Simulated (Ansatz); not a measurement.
# ZrS: pressure up to the limit of the methods

The task here is to estimate one member of a computed series from the others.

The COD entry's cell or inner coordinates are ideal or old and differ from later refinements, so a difference from it is no clean test against experiment.

Program: Ansatz 0.2.0. Level of theory: DFT, PBEsol, PAW with Ansatz's default frozen-core files, scalar-relativistic. These are calculated values, not measurements.

1 further run of the same task is left out (it didn't finish).

### Starting point

Symmetry: Fm-3m, No. 225, cubic system. The conventional cell has a = 5.250 Å, b = 5.250 Å, c = 5.250 Å, α = 90.00°, β = 90.00°, γ = 90.00°. Zr (site symmetry m-3m) is surrounded by 6 S at 2.62 Å. Around S (site symmetry m-3m) lie 6 Zr at 2.62 Å.

As a file:

```
Zr S
1.0
     0.00000    2.62500    2.62500
     2.62500    0.00000    2.62500
     2.62500    2.62500    0.00000
Zr S
1 1
Direct
  0.00000 0.00000 0.00000
  0.50000 0.50000 0.50000
```

Whether this phase is the stable one at these pressures isn't tested.

Atoms are numbered in the order of the input: Zr1, S2.

The first run:

input.yaml reads:

```yaml
crystal:
  lattice:
    - [0.0, 2.625, 2.625]
    - [2.625, 0.0, 2.625]
    - [2.625, 2.625, 0.0]
  atoms:
    - { symbol: Zr, position: [0.0, 0.0, 0.0] }
    - { symbol: S, position: [0.5, 0.5, 0.5] }
kpoints:
  mp_grid: { grid: [9, 9, 9] }
scf:
  occupations: { method: fermi_dirac, width: 0.03 }
hamiltonian:
  xc: pbesol
  pseudopotentials: { kind: paw }
output:
  forces: true
  stress: true
relax:
  f_tol: 0.01
  max_steps: 30
```

The run is started by

```bash
ansatz run input.yaml --threads 1 --pin off --max-ram 2048MiB --backend cpu --events-out ev --progress --plain --runs-dir out
```

Steps of the session up to this table: Atoms relaxed at the given volume, PAW; Volume scaled by 1, PAW; Atoms relaxed at 0.7 of the volume, PAW; Volume scaled by 0.7, PAW; Atoms relaxed at 0.65 of the volume, PAW; Volume scaled by 0.65, PAW; Atoms relaxed at 0.6 of the volume, PAW; Volume scaled by 0.6, PAW.

One table of the session follows, with a row left open; its other results are not shown here.

```
method  volume over the first  volume (Å³/atom)  pressure (GPa)
   PAW                      1            18.088           -6.52
   PAW                    0.7            12.662           89.05
   PAW                   0.65            11.757          129.13
   PAW                    0.6                 ?               ?
```

Estimate the missing values for PAW, 0.6.

As computed: volume (Å³/atom): 10.853; pressure (GPa): 184.37. In the column «volume (Å³/atom)» it is the lowest.

Caveats from the session: Warnings in the runs' records: stress scf threshold loose.
